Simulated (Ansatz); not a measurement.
# (110) superlattice of 1 and 3 atomic planes of SiC and GaN, in-plane a of SiC, 8 atoms

Which settings matter for this cell? A base run comes first, then runs with one to three settings changed.

Method: density functional theory in Ansatz 0.2.0, PAW datasets, plane waves.

1 further run of the same task is left out (it didn't finish).

**1. The system as built**

8 atoms (1 Si, 3 N, 3 Ga, 1 C); a = 3.081 Å, b = 4.357 Å, c = 6.424 Å, α = 90.00°, β = 90.00°, γ = 90.00°. All atoms were shaken off their sites by about 0.04 Å along each axis.

**2. Single point with PBEsol**

Contents of in.yaml:

```yaml
crystal:
  lattice:
    - [2.178427, -2.178427, 0.000000]
    - [0.000000, 0.000000, 4.356853]
    - [-4.542267, -4.542267, 0.000000]
  atoms:
    - { symbol: Si, position: [0.001269, 0.012632, 0.003149] }
    - { symbol: N, position: [0.997809, 0.246228, 0.736821] }
    - { symbol: N, position: [0.008203, 0.245223, 0.247646] }
    - { symbol: N, position: [0.496781, 0.750824, 0.496939] }
    - { symbol: Ga, position: [0.982100, 0.004575, 0.489402] }
    - { symbol: Ga, position: [0.489474, 0.500543, 0.753452] }
    - { symbol: Ga, position: [0.490495, 0.487372, 0.247362] }
    - { symbol: C, position: [0.489797, 0.752412, 0.998183] }
kpoints:
  mp_grid: { grid: [4, 3, 2] }
hamiltonian:
  xc: pbesol
scf:
  occupations: { method: fermi_dirac, width: 0.01 }
output:
  forces: true
  eigenvalues: true
  stress: true
  populations: true
```

On the command line:

```console
$ ansatz run in.yaml --threads 8 --pin off --max-ram 118750MiB --runs-dir r --events-out ev --progress --plain --backend cuda --devices 0,
```

**3. Variant: functional LDA, density cutoff ratio 1**

Edit in.yaml of step 2 so:

```diff
@@ -16,6 +16,8 @@
   mp_grid: { grid: [4, 3, 2] }
+basis: { ecutrho_ratio: 1 }
 hamiltonian:
-  xc: pbesol
+  xc: lda
 scf:
   occupations: { method: fermi_dirac, width: 0.01 }
+  max_iter: 100
 output:
@@ -24,2 +26 @@
   stress: true
-  populations: true
```

**4. Variant: xc grid 2**

Edit in.yaml of step 3 so:

```diff
@@ -16,5 +16,5 @@
   mp_grid: { grid: [4, 3, 2] }
-basis: { ecutrho_ratio: 1 }
+basis: { xc_grid: 2 }
 hamiltonian:
-  xc: lda
+  xc: pbesol
 scf:
```

**5. Variant: mixer anderson, at most 6 cycles**

Edit in.yaml of step 4 so:

```diff
@@ -16,3 +16,2 @@
   mp_grid: { grid: [4, 3, 2] }
-basis: { xc_grid: 2 }
 hamiltonian:
@@ -21,3 +20,4 @@
   occupations: { method: fermi_dirac, width: 0.01 }
-  max_iter: 100
+  max_iter: 6
+  mixing: { algorithm: anderson }
 output:
```

Q: Predict the outcome of this session. Wanted: for each run, settings; status; energy from base; forces from base.

As calculated:

| settings | status | cycles | time | energy from base (meV/atom) | forces from base (eV/Å rms) | filled to empty level on the mesh (eV) |
| --- | --- | --- | --- | --- | --- | --- |
| base | converged | 7 | 1.8 s (GPU) | 0 | 0 | 1.38 |
| functional LDA, density cutoff ratio 1 | converged, settings too loose | 7 | 1.6 s (GPU) | - | 0.286 | 1.44 |
| xc grid 2 | converged | 7 | 1.6 s (GPU) | 0.0 | 0.000 | 1.38 |
| mixer anderson, at most 6 cycles | not converged | - | 1.7 s (GPU) | - | - | - |

**What this shows.** Among these variants the forces move most with functional LDA, density cutoff ratio 1 (0.286 eV/Å rms) and least with xc grid 2 (0.000). 1 of 3 variants gave no result: mixer anderson, at most 6 cycles (not converged).
